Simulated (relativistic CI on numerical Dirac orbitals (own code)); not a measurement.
# Er⁴⁺: M4,5 absorption multiplets

Aim: the M4,5 absorption spectrum of Er⁴⁺ in 3 surroundings, from the same atomic integrals.

Program: relativistic CI on numerical Dirac orbitals (own code) version 1. Level of theory: Dirac-Coulomb-Breit CI, KLI orbitals optimised for each configuration, model QED (radiative potential, 1s self-energy scaled to tabulated hydrogen-like ionisation energies), valence Slater integrals scaled by 0.8, multiplet model of core-to-valence dipole absorption. These are calculated values, not measurements, unless marked.

**1. The atom as given**

* ion: Er⁴⁺ (Er V)
* nuclear charge: 68
* electrons: 64
* configurations: [Xe] 4f10 → [Ar] 3d9 4s2 4p6 4d10 4f11 5s2 5p6
* magnetising field for the dichroism, Lz and Sz: magnetic field 10 T along z; these come from the lowest magnetised state alone (0 K)
* temperature of the isotropic spectrum: 80 K
* widths: Lorentz 0.6 eV, Gauss 0.4 eV
* surrounding 1: free ion
* surrounding 2: C2v, B20 = 270, B22 = -140, B40 = 320, B42 = 150, B44 = 710, B60 = -550, B62 = -490, B64 = 0, B66 = 920 cm⁻¹
* surrounding 3: D3d, B20 = 3230, B40 = -1580, B43 = 890, B60 = 430, B63 = 750, B66 = 400 cm⁻¹

**2. Surrounding 1: free ion**

Input settings:

```ini
atom Er  Z=68  charge=4  electrons=64
nucleus A=166  rms_radius_fm=5.2516
hamiltonian dirac-coulomb  breit=on  qed=on  c_scale=1
orbitals kli  potential=per-configuration
slater_scale 0.8
correlation none
mixing on
configurations
  [Xe] 4f10
  [Ar] 3d9 4s2 4p6 4d10 4f11 5s2 5p6
end
absorption M4,5 T=80 lorentz=0.6 gauss=0.4
crystal_field free
```

Results of the run (chosen fields of its result record, rounded), shortened:

```text
{
  "status": "converged",
  "curve, one point in 4 above 2 % of the maximum [energy, isotropic, mcd, ld] [eV; bohr^2/eV]": [
    [1404.6, 5.677e-05, 4.18e-05, 2.227e-06],
    [1405, 8.961e-05, 0.0001083, -1.643e-05],
    [1405.4, 0.0001862, 0.0003367, -9.471e-05],
    [1405.8, 0.0004707, 0.001053, -0.0003573],
    [1406.2, 0.0004902, 0.001034, -0.0003108],
    [1406.6, 0.0002699, 0.0002996, 7.191e-05],
    [1407, 0.0002799, 6.377e-05, 0.0003428],
    [1407.4, 0.0004176, -5.567e-05, 0.0007345],
    [1407.8, 0.0009231, -0.0003267, 0.002062],
    [1408.2, 0.001066, -0.0004443, 0.002412],
    [1408.6, 0.0008663, -0.0004508, 0.001844],
    [1409, 0.001551, -0.0007829, 0.003422],
    [1409.4, 0.001343, -0.0009389, 0.002578],
    [1409.8, 0.0009384, -0.00138, 0.0007082],
    [1410.2, 0.001037, -0.002068, -2.633e-05],
    [1410.6, 0.001228, -0.003154, -0.001091],
    [1411, 0.002206, -0.006305, -0.002889],
    [1411.4, 0.002553, -0.007471, -0.003574],
    [1411.8, 0.001039, -0.002987, -0.00138],
    [1412.2, 0.000474, -0.001318, -0.0005726],
    [1412.6, 0.0003921, -0.001087, -0.0004693],
    [1413, 0.000497, -0.001403, -0.0006274],
    [1413.4, 0.0004681, -0.001292, -0.0005503],
    [1413.8, 0.0002805, -0.0006155, -0.00011],
    [1414.2, 0.0003159, -0.0004558, 0.0001937],
    [1414.6, 0.0002964, -0.0005325, 7.709e-06],
    [1415, 0.0001786, -0.0003897, -8.149e-05],
    [1415.4, 8.995e-05, -0.0001891, -2.804e-05],
    "... 8 more rows left out ..."
  ],
  "sticks, the strongest [energy, strength] [eV, bohr^2]": [
    [1406, 0.0005791],
    [1408.02, 0.001103],
    [1409.14, 0.001655],
    [1410.01, 0.0002723],
    [1410.1, 0.0002613],
    [1410.34, 0.0001305],
    [1410.78, 0.000401],
    [1411.28, 0.002916],
    [1413.21, 0.0004518],
    [1414.28, 0.0001802],
    [1414.72, 0.0001428],
    [1450.27, 0.000317],
    [1450.56, 0.000105],
    [1450.93, 0.0002979]
  ],
  "total [bohr^2]": 0.00928477,
  "centroid [eV]": 1414.11,
  "radial 3d10 4f10 [Ha, bohr]": {"<r^-3>(4f)": 11.911, "<r^1>(4f)": 0.72517, "<r^2>(4f)": 0.66491, "<r^4>(4f)": 1.0559, "<r^6>(4f)": 3.3771, "F2(4f,4f)": 0.60943, "F4(4f,4f)": 0.38297, "F6(4f,4f)": 0.27569, "zeta(4f)": 0.011405},
  "radial 3d9 4f11 [Ha, bohr]": {"<r^-3>(3d)": 424.54, "<r^1>(3d)": 0.20227, "<r^2>(3d)": 0.047994, "<r^4>(3d)": 0.0040724, "zeta(3d)": 0.60439, "<r^-3>(4f)": 12.937, "<r^1>(4f)": 0.70103, "<r^2>(4f)": 0.62029, "<r^4>(4f)": 0.91684, "<r^6>(4f)": 2.7425, "F2(4f,4f)": 0.63215, "F4(4f,4f)": 0.39767, "F6(4f,4f)": 0.2864, "F2(3d,4f)": 0.42169, "F4(3d,4f)": 0.20088, "G1(3d,4f)": 0.31122, "G3(3d,4f)": 0.18268, "G5(3d,4f)": 0.12626, "zeta(4f)": 0.012922},
  "ground_degeneracy": 17,
  "ground_Lz": -6.09155,
  "ground_Sz": -1.90845,
  "ground_S": 1.92788,
  "core_spin_orbit_splitting [eV]": 42.7783,
  "branching_ratio": 0.902581,
  "edge_boundary [eV]": 1433.77,
  "mcd_integrals": [-0.458689, -0.0485312]
}
```

Run time: 42 s. Hardware: 1 thread, shared host.

**3. Surrounding 2: C2v, B20 = 270, B22 = -140, B40 = 320, B42 = 150, B44 = 710, B60 = -550, B62 = -490, B64 = 0, B66 = 920**

Settings: those of step 2 with these lines changed.

```diff
@@ -12,2 +12,2 @@
 absorption M4,5 T=80 lorentz=0.6 gauss=0.4
-crystal_field free
+crystal_field C2v B20=270 B22=-140 B40=320 B42=150 B44=710 B60=-550 B62=-490 B64=0 B66=920
```

Results of the run:

```text
{
  "status": "converged",
  "curve, one point in 6 above 2 % of the maximum [energy, isotropic, mcd, ld] [eV; bohr^2/eV]": [
    [1404.6, 5.599e-05, 8.989e-06, -6.088e-08],
    [1405.2, 0.0001196, 3.96e-05, 1.963e-06],
    [1405.8, 0.0004563, 0.0002311, 1.701e-05],
    [1406.4, 0.000368, 0.0001511, 4.365e-06],
    [1407, 0.0002817, 1.362e-05, -2.126e-05],
    [1407.6, 0.0005968, -4.132e-05, -6.219e-05],
    [1408.2, 0.00109, -0.0001105, -0.0001155],
    [1408.8, 0.001089, -0.0001307, -0.0001126],
    [1409.4, 0.001386, -0.0002238, -9.898e-05],
    [1410, 0.0009994, -0.0004103, 2.647e-06],
    [1410.6, 0.001226, -0.0007313, 6.642e-05],
    [1411.2, 0.002691, -0.001816, 0.0001847],
    [1411.8, 0.001058, -0.0007124, 6.514e-05],
    [1412.4, 0.0003999, -0.0002585, 2.254e-05],
    [1413, 0.000488, -0.0003193, 3.173e-05],
    [1413.6, 0.0003501, -0.0002103, 1.892e-05],
    [1414.2, 0.0003063, -0.0001011, -8.103e-06],
    [1414.8, 0.000245, -0.0001168, 3.525e-07],
    [1415.4, 9.019e-05, -4.445e-05, 1.415e-07],
    [1449.1, 6.339e-05, -1.931e-05, -1.34e-06],
    [1449.7, 0.0002064, -6.715e-05, -5.43e-06],
    [1450.3, 0.0004436, -0.0002299, 3.191e-06],
    [1450.9, 0.0004229, -8.972e-05, -2.323e-05],
    [1451.5, 0.0001278, -2.357e-05, -9.027e-06]
  ],
  "sticks, the strongest [energy, strength] [eV, bohr^2]": [
    [1406.02, 0.0004207],
    [1408.04, 0.0007864],
    [1409.15, 0.0003068],
    [1409.16, 0.000761],
    [1409.18, 0.0003178],
    [1410.81, 0.0003205],
    [1411.29, 0.001743],
    [1411.3, 0.0007191]
  ],
  "total [bohr^2]": 0.00928427,
  "centroid [eV]": 1414.16,
  "ground_degeneracy": 1,
  "ground_Lz": -1.40662,
  "ground_Sz": -0.450041,
  "ground_S": 1.92967,
  "core_spin_orbit_splitting [eV]": 42.7783,
  "branching_ratio": 0.901449,
  "edge_boundary [eV]": 1433.79,
  "mcd_integrals": [-0.10636, -0.0107871]
}
```

It took 12 s on 1 thread, shared host.

**4. Surrounding 3: D3d, B20 = 3230, B40 = -1580, B43 = 890, B60 = 430, B63 = 750, B66 = 400**

Settings: those of step 3 with these lines changed.

```diff
@@ -12,2 +12,2 @@
 absorption M4,5 T=80 lorentz=0.6 gauss=0.4
-crystal_field C2v B20=270 B22=-140 B40=320 B42=150 B44=710 B60=-550 B62=-490 B64=0 B66=920
+crystal_field D3d B20=3230 B40=-1580 B43=890 B60=430 B63=750 B66=400
```

Results of the run:

```text
{
  "status": "converged",
  "curve, one point in 6 above 2 % of the maximum [energy, isotropic, mcd, ld] [eV; bohr^2/eV]": [
    [1404.6, 5.368e-05, 2.819e-05, 2.69e-06],
    [1405.2, 0.0001096, 0.0001258, -1.986e-05],
    [1405.8, 0.0004114, 0.0007621, -0.0002031],
    [1406.4, 0.0004084, 0.000681, -0.0001451],
    [1407, 0.000276, 5.35e-05, 0.0002073],
    [1407.6, 0.0005472, -0.0001418, 0.0007392],
    [1408.2, 0.00114, -0.0004696, 0.001876],
    [1408.8, 0.00105, -0.0006058, 0.001465],
    [1409.4, 0.001454, -0.0009517, 0.002054],
    [1410, 0.001022, -0.001614, 0.0002506],
    [1410.6, 0.00132, -0.003055, -0.0008381],
    [1411.2, 0.002598, -0.006684, -0.002522],
    [1411.8, 0.001008, -0.002535, -0.0009076],
    [1412.4, 0.0003917, -0.000964, -0.0003257],
    [1413, 0.0004768, -0.001208, -0.0004313],
    [1413.6, 0.000338, -0.0007864, -0.0002256],
    [1414.2, 0.0002756, -0.0003622, 0.0001197],
    [1414.8, 0.0002538, -0.000443, -1.739e-05],
    [1415.4, 9.448e-05, -0.000181, -1.935e-05],
    [1416, 5.253e-05, -9.461e-05, -2.172e-06],
    [1449.6, 0.0001649, -0.0001901, 0.0001066],
    [1450.2, 0.0003824, -0.0007754, -0.000156],
    [1450.8, 0.0004467, -0.0005362, 0.0001325],
    [1451.4, 0.0001962, -0.0001278, 0.0002145]
  ],
  "sticks, the strongest [energy, strength] [eV, bohr^2]": [
    [1406.09, 0.0003371],
    [1408.07, 0.0003364],
    [1408.1, 0.0005391],
    [1409.18, 0.0005718],
    [1409.22, 0.0007524],
    [1410.84, 0.0004494],
    [1411.29, 0.002045],
    [1413.23, 0.0002384]
  ],
  "total [bohr^2]": 0.00928383,
  "centroid [eV]": 1414.21,
  "ground_degeneracy": 2,
  "ground_Lz": -5.42936,
  "ground_Sz": -1.72866,
  "ground_S": 1.93126,
  "core_spin_orbit_splitting [eV]": 42.7783,
  "branching_ratio": 0.900444,
  "edge_boundary [eV]": 1433.9,
  "mcd_integrals": [-0.408911, -0.0432115]
}
```

It took 14 s on 1 thread, shared host.

**5. Comparison**

| surrounding | ground S | Lz (0 K) | Sz (0 K) | centroid (eV) | share of the lower edge | up to four highest peaks (% of the highest), eV |
| --- | --- | --- | --- | --- | --- | --- |
| 1: free | 1.93 | -6.09 | -1.91 | 1414.11 | 0.903 | 1406.0 (21), 1408.0 (41), 1409.1 (60), 1411.3 (100) |
| 2: C2v | 1.93 | -1.41 | -0.45 | 1414.16 | 0.901 | 1406.0 (21), 1408.1 (42), 1409.2 (61), 1411.3 (100) |
| 3: D3d | 1.93 | -5.43 | -1.73 | 1414.21 | 0.900 | 1406.1 (22), 1408.1 (45), 1409.2 (64), 1411.3 (100) |

**6. Results**

| quantity | value |
| --- | --- |
| highest peak, first run | 1411.3 eV |
| ground spin (effective S from ⟨S²⟩) | 1.93 |
| share of the lower edge | 0.900 to 0.903 |
| core spin-orbit splitting (without Breit) | 42.78 eV |

What this shows: The lower edge takes 0.90 of the intensity in surrounding 1, above the statistical 0.60. The highest peak stays in place, within the step of the energy grid, in all surroundings. Edge positions are free-ion values and differ from those in solids by a few eV or more.
